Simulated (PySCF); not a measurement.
**C5H5BCl2O: a tour of settings, part 1 of 2**

Aim: see how C5H5BCl2O (`Cc1ccc(B(Cl)Cl)o1`) answers to the choice of functional, basis, grid and SCF options.

Programs: PySCF 2.14.0, with density-fitted response routines of our own. Each step states its level of theory. These are calculated values for one molecule in the gas phase, unless marked as measured. Atoms are numbered from 0 throughout.

## Step 1: The starting structure

14 atoms, charge 0, multiplicity 1; geometry from: GFN2-xTB.

Bonds of the start (Å): C0–C1 1.48, C1–C2 1.37, C2–C3 1.40, C3–C4 1.39, C4–B5 1.53, B5–Cl6 1.72, B5–Cl7 1.73, C4–O8 1.37, O8–C1 1.34, C0–H9 1.09, C0–H10 1.09, C0–H11 1.09, C2–H12 1.07, C3–H13 1.07.

## Step 2: Nuclear shieldings: PBE0/pcSseg-1

Job settings and geometry (Å):

```
{"job": {"kind": "nmr", "xc": "PBE0", "basis": "pcSseg-1"}, "charge": 0, "multiplicity": 1}
C      2.219498     0.946056     0.071269
C      0.957374     0.166215     0.017866
C      0.737128    -1.189390    -0.018874
C     -0.653940    -1.356796    -0.050204
C     -1.217989    -0.091520    -0.031291
B     -2.682179     0.344956    -0.052440
Cl    -3.128936     2.007021    -0.013741
Cl    -3.916770    -0.858132    -0.115874
O     -0.204459     0.823753     0.011111
H      2.341438     1.398690     1.055151
H      2.194390     1.749139    -0.662624
H      3.067369     0.297508    -0.126673
H      1.482477    -1.958025    -0.023643
H     -1.196079    -2.279948    -0.082200
```

Method: GIAO PBE0/pcSseg-1 NMR shielding, non-relativistic, gas phase.

On the command line:

```sh
$ OMP_NUM_THREADS=1 python probes_run.py task.json out
```

One launch serves the whole session: the jobs run in the order shown.

Output:

```text
coarse grid: 13952 points
cycle   1  E = -1213.2726114256  dE =  1.639e+00  |g| = 4.789e-01  |ddm| = 3.664e+00
cycle   2  E = -1213.2561321407  dE =  1.648e-02  |g| = 5.914e-01  |ddm| = 7.965e-01
cycle   3  E = -1213.3236147932  dE = -6.748e-02  |g| = 8.974e-02  |ddm| = 4.025e-01
cycle   4  E = -1213.3248955858  dE = -1.281e-03  |g| = 3.809e-02  |ddm| = 7.572e-02
cycle   5  E = -1213.3251362219  dE = -2.406e-04  |g| = 1.490e-02  |ddm| = 3.884e-02
cycle   6  E = -1213.3251905278  dE = -5.431e-05  |g| = 3.878e-03  |ddm| = 1.743e-02
cycle   7  E = -1213.3251940569  dE = -3.529e-06  |g| = 9.780e-04  |ddm| = 3.530e-03
final grid: 128808 points
cycle   8  E = -1213.3839828866  dE = -3.339e-05  |g| = 1.176e-02  |ddm| = 3.341e-02
cycle   9  E = -1213.3839437638  dE =  3.912e-05  |g| = 1.866e-02  |ddm| = 1.836e-02
cycle  10  E = -1213.3840076163  dE = -6.385e-05  |g| = 2.434e-03  |ddm| = 1.235e-02
cycle  11  E = -1213.3840089061  dE = -1.290e-06  |g| = 5.529e-04  |ddm| = 2.614e-03
cycle  12  E = -1213.3840089713  dE = -6.521e-08  |g| = 1.613e-04  |ddm| = 5.709e-04
cycle  13  E = -1213.3840089775  dE = -6.230e-09  |g| = 4.492e-05  |ddm| = 1.634e-04
cycle  14  E = -1213.3840089780  dE = -4.625e-10  |g| = 1.959e-05  |ddm| = 6.018e-05
converged SCF energy = -1213.3840089780

GIAO shielding tensors (ppm)
atom      isotropic    diamagn.    paramagn.     s11        s22        s33       span
  0 C      169.961     245.408     -75.447    157.916    162.075    189.893     31.977
  1 C       17.669     258.466    -240.796    -63.242     20.224     96.026    159.268
  2 C       70.035     254.965    -184.930     -9.561     67.909    151.758    161.319
  3 C       46.022     255.546    -209.524    -48.749     30.515    156.301    205.050
  4 C       23.230     253.762    -230.532    -47.365     20.923     96.131    143.496
  5 B       57.018     191.606    -134.588     37.430     44.505     89.118     51.688
  6 Cl     743.091    1146.957    -403.866    494.033    777.508    957.732    463.699
  7 Cl     758.162    1146.098    -387.936    520.658    825.419    928.407    407.749
  8 O        9.189     399.657    -390.469   -144.122    -68.518    240.206    384.328
  9 H       29.099      27.450       1.648     24.931     26.893     35.473     10.542
 10 H       29.102      27.785       1.317     24.246     27.983     35.078     10.832
 11 H       29.309      27.933       1.376     24.355     28.460     35.113     10.758
 12 H       25.224      33.386      -8.162     22.650     25.893     27.129      4.480
 13 H       23.909      32.345      -8.437     21.196     22.578     27.952      6.755
```

Wall time 28 s (1 thread of Arm Neoverse V1, shared host); peak memory 0.94 GiB.

The references, computed at this level on geometries of the same kind, shield at (ppm): ¹H TMS 31.72, ¹³C TMS 186.9, ¹⁷O H2O 336.1, ¹¹B BF3·OEt2 100.1, ³⁵Cl HCl 950. Their shielding less the atom's gives the shift. The references are single molecules in the gas phase, so shifts against H2O, NH3, PH3, H3PO4 or CFCl3 are not on the usual liquid scales and can be off by tens of ppm. Atoms listed in one row are averaged.

| atoms | environment | σ (ppm) | δ (ppm) | δ scaled to CDCl3 |
| --- | --- | --- | --- | --- |
| C1 | substituted aromatic carbon next to the ring oxygen | 17.7 | 169.3 | 163.3 |
| C4 | substituted aromatic carbon next to the ring oxygen | 23.2 | 163.7 | 157.9 |
| C3 | aromatic CH | 46.0 | 140.9 | 135.6 |
| C2 | aromatic CH | 70.0 | 116.9 | 112.2 |
| C0 | methyl carbon on an aromatic ring | 170.0 | 17.0 | 14.6 |
| H13 | hydrogen on an aromatic CH | 23.91 | 7.81 | 7.47 |
| H12 | hydrogen on an aromatic CH | 25.22 | 6.49 | 6.23 |
| H9, H10, H11 | hydrogen on a methyl carbon on an aromatic ring | 29.17 | 2.55 | 2.51 |
| B5 | boron bonded to C, 2 Cl | 57.0 | 43.1 | – |
| Cl6, Cl7 | chlorine bonded to B | 751 | 199 | – |
| O8 | aromatic ring oxygen | 9.2 | 326.9 | – |

The scaled column applies a straight-line fit of computed shieldings to shifts measured in CDCl3, with any fitted terms for Cl, Br or S neighbours (root-mean-square error 0.16 ppm for H, 1.9 ppm for C).

The run also stored atomic charges by several schemes (e):

| atoms | Mulliken | IAO | Hirshfeld | ESP fit |
| --- | --- | --- | --- | --- |
| C0 | -0.14 | -0.44 | -0.11 | -0.70 |
| C1 | 0.07 | 0.22 | 0.10 | 0.47 |
| C2 | -0.15 | -0.24 | -0.09 | -0.36 |
| C3 | -0.08 | -0.15 | -0.06 | -0.26 |
| C4 | -0.01 | -0.01 | -0.05 | 0.18 |
| B5 | 0.48 | 0.09 | 0.12 | 0.12 |
| Cl6, Cl7 | -0.19 | -0.05 | -0.07 | -0.11 |
| O8 | -0.38 | -0.22 | -0.05 | -0.27 |

Mayer bond orders: C0–C1 1.08, C1–C2 1.48, C2–C3 1.33, C3–C4 1.49, C4–B5 1.09, B5–Cl6 1.14, B5–Cl7 1.11, C4–O8 0.99, O8–C1 1.11.

Ring of atoms C1, C2, C3, C4, O8: NICS(0) -10.1, NICS(1) -10.1, NICS(1)zz -23.9 ppm (means of both faces).

## Step 3: Ultraviolet spectrum: PBE0/def2-SVPD

Same as in step 2 but for these lines:

```diff
@@ -1,2 +1,2 @@
-{"job": {"kind": "nmr", "xc": "PBE0", "basis": "pcSseg-1"}, "charge": 0, "multiplicity": 1}
+{"job": {"kind": "uv", "xc": "PBE0", "basis": "def2-SVPD", "nstates": 6, "ntriplets": 2}, "charge": 0, "multiplicity": 1}
 C      2.219498     0.946056     0.071269
```

With the program's defaults for keys left out, this is: TDDFT PBE0/def2-SVPD, vertical, gas phase, core orbitals frozen in the response.

Output:

```text
coarse grid: 13952 points
cycle   1  E = -1212.8002359043  dE =  1.557e+00  |g| = 4.518e-01  |ddm| = 8.232e+00
cycle   2  E = -1212.7849415937  dE =  1.529e-02  |g| = 5.584e-01  |ddm| = 1.732e+00
cycle   3  E = -1212.8473605396  dE = -6.242e-02  |g| = 9.068e-02  |ddm| = 7.665e-01
cycle   4  E = -1212.8487441732  dE = -1.384e-03  |g| = 3.614e-02  |ddm| = 1.727e-01
cycle   5  E = -1212.8489716571  dE = -2.275e-04  |g| = 1.608e-02  |ddm| = 8.565e-02
cycle   6  E = -1212.8490395028  dE = -6.785e-05  |g| = 3.519e-03  |ddm| = 4.028e-02
cycle   7  E = -1212.8490424818  dE = -2.979e-06  |g| = 7.106e-04  |ddm| = 7.047e-03
final grid: 128808 points
cycle   8  E = -1212.9865719484  dE = -2.783e-05  |g| = 1.073e-02  |ddm| = 2.188e-01
cycle   9  E = -1212.9865343570  dE =  3.759e-05  |g| = 1.764e-02  |ddm| = 3.609e-02
cycle  10  E = -1212.9865947706  dE = -6.041e-05  |g| = 2.179e-03  |ddm| = 2.350e-02
cycle  11  E = -1212.9865959552  dE = -1.185e-06  |g| = 3.646e-04  |ddm| = 4.928e-03
cycle  12  E = -1212.9865959846  dE = -2.940e-08  |g| = 1.199e-04  |ddm| = 9.695e-04
cycle  13  E = -1212.9865959879  dE = -3.283e-09  |g| = 4.682e-05  |ddm| = 3.263e-04
cycle  14  E = -1212.9865959884  dE = -5.798e-10  |g| = 1.663e-05  |ddm| = 1.160e-04
converged SCF energy = -1212.9865959884

Static polarisability (au): isotropic 107.402, principal 65.569 107.101 149.536

Singlet excitations
state   eV       nm        f      main configurations
  1   4.5809    270.7   0.47568   H->L 0.98
  2   5.6265    220.4   0.00001   H-2->L 0.99
  3   5.8074    213.5   0.01713   H-1->L 0.92
  4   5.9181    209.5   0.00007   H-3->L 0.98
  5   6.2178    199.4   0.00013   H->L+1 0.96
  6   6.5461    189.4   0.07001   H-4->L 0.95

Triplet excitations (Tamm-Dancoff, eV): 3.0271 4.7166
```

Wall time 41 s (1 thread of Arm Neoverse V1, shared host); peak memory 0.94 GiB.

The orbitals next to the gap, with their largest atomic shares:

| orbital | eV | atoms |
| --- | --- | --- |
| HOMO−3 | -9.24 | Cl7 43 %, Cl6 28 %, B5 14 % |
| HOMO−2 | -8.88 | Cl6 55 %, Cl7 38 % |
| HOMO−1 | -8.58 | C3 28 %, C2 27 %, O8 23 % |
| HOMO | -6.95 | C4 27 %, C1 21 %, C2 14 % |
| LUMO | -1.85 | B5 27 %, C3 14 %, Cl6 11 % |
| LUMO+1 | 0.31 | B5 38 %, Cl6 10 %, Cl7 9 % |
| LUMO+2 | 0.69 | C2 24 %, C1 20 %, O8 10 % |

With each of the 6 states as a Gaussian band of 0.4 eV half-width at 1/e, the curve within the window shown has maxima at 271 nm (ε 19,000), 189 nm (ε 2,900) L/(mol cm). Beyond the last state computed it falls off for lack of states. The curve at chosen wavelengths:

(nm, ε (L/mol/cm)): (181, 1616), (186, 2615), (191, 2817), (197, 2051), (202, 1347), (207, 975), (212, 825), (217, 701), (223, 527), (228, 495), (233, 797), (238, 1733), (243, 3603), (249, 7225), (254, 11043), (259, 14841), (264, 17767), (269, 19176), (275, 18611), (280, 16591), (285, 13753), (290, 10683), (295, 7830), (301, 5038), (306, 3318), (311, 2098)

Ground-state properties from the same run:

| property | computed |
| --- | --- |
| dipole moment (D) | 3.64 |
| polarisability (Å³) | 15.92 |
| HOMO–LUMO gap (eV) | 5.09 |
| −ε(HOMO) (eV) | 6.95 |

(Continued in part 2 of 2.)
